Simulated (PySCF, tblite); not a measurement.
**C5H11PSi: geometry, infrared bands and NMR shifts**

Wanted: the infrared bands and NMR shifts of C5H11PSi (`P[Si@@H]1CCC12CC2`), by calculation.

Computed with tblite 0.8.0 and PySCF 2.14.0, with density-fitted response routines of our own, on a single molecule in the gas phase. Atoms are numbered from 0 throughout.

### 1 The starting structure

18 atoms, charge 0, multiplicity 1; geometry from: force field or distance geometry start.

Bonds of the start (Å): P0–Si1 2.20, Si1–C2 1.87, C2–C3 1.57, C3–C4 1.51, C4–C5 1.48, C5–C6 1.51, C4–Si1 1.81, C6–C4 1.49, P0–H7 1.41, P0–H8 1.42, Si1–H9 1.47, C2–H10 1.08, C2–H11 1.10, C3–H12 1.11, C3–H13 1.09, C5–H14 1.09, C5–H15 1.09, C6–H16 1.09, C6–H17 1.09.

### 2 Relaxing the molecule with GFN2-xTB

The job: settings as JSON, then the geometry in Å.

```
{"job": {"kind": "relax", "xc": "GFN2-xTB", "basis": "xTB"}, "charge": 0, "multiplicity": 1}
P      2.842000    -0.225900    -0.461200
Si     0.831200     0.457500    -1.022500
C      0.233200     1.913700    -0.008500
C     -1.136900     1.175600     0.197500
C     -0.521600    -0.188200    -0.008700
C     -0.454900    -1.290800     0.983400
C     -1.264800    -1.449500    -0.276000
H      2.665600    -1.591400    -0.745000
H      2.616700    -0.365800     0.930400
H      0.546300     0.527400    -2.461700
H      0.781600     2.085500     0.911700
H      0.136200     2.860800    -0.550100
H     -1.578500     1.328500     1.209200
H     -1.906800     1.423900    -0.533800
H     -0.991200    -1.163700     1.923300
H      0.442900    -1.893600     1.090500
H     -2.345300    -1.439900    -0.172200
H     -0.904200    -2.157800    -1.018000
```

The run is started by

```sh
$ OMP_NUM_THREADS=1 python probes_run.py task.json out
```

This one command runs all jobs of the session in turn.

**Question.** This job is followed by: GFN2-xTB harmonic vibrations, gas phase; GIAO PBE0/pcSseg-1 NMR shielding, non-relativistic, gas phase. What will the session give for the following? strongest single infrared mode (GFN2-xTB); zero-point energy (GFN2-xTB); 13C shifts against TMS (PBE0/pcSseg-1); 1H shifts against TMS (PBE0/pcSseg-1, means over atoms taken as alike); 31P shifts against H3PO4 (PBE0/pcSseg-1); 29Si shifts against TMS (PBE0/pcSseg-1); surface potential, 1st and 99th percentile.

**Answer**, as computed:

| quantity | value |
| --- | --- |
| strongest single infrared mode (GFN2-xTB) | 2186 cm⁻¹, 269 km/mol |
| zero-point energy (GFN2-xTB) | 88.5 kcal/mol |
| 13C shifts against TMS (PBE0/pcSseg-1) | 34.3, 17.5, 17.2, 16.6, 10.5 ppm |
| 1H shifts against TMS (PBE0/pcSseg-1, means over atoms taken as alike) | 5.34, 2.35, 2.02, 1.63, 1.55, 1.15, 0.60, 0.56, 0.52, 0.42 ppm |
| 31P shifts against H3PO4 (PBE0/pcSseg-1) | -293.9 ppm |
| 29Si shifts against TMS (PBE0/pcSseg-1) | 6.2 ppm |
| surface potential, 1st and 99th percentile | -0.94 V and 0.85 V |

What this shows: Over 95 steps the energy fell by 0.433 eV; of the close pairs, Si1–C4 changed most, 1.810 to 1.903 Å. No mode is imaginary among the 48: a minimum at this level. The strongest single mode, at 2186 cm⁻¹, moves mainly H9. GFN2-xTB is a fitted tight-binding method: band positions and strengths are rough. Its intensities can rank the bands wrongly. At PBE0/pcSseg-1: The largest span, 134 ppm, is at Si1, where the paramagnetic term is -538 ppm.
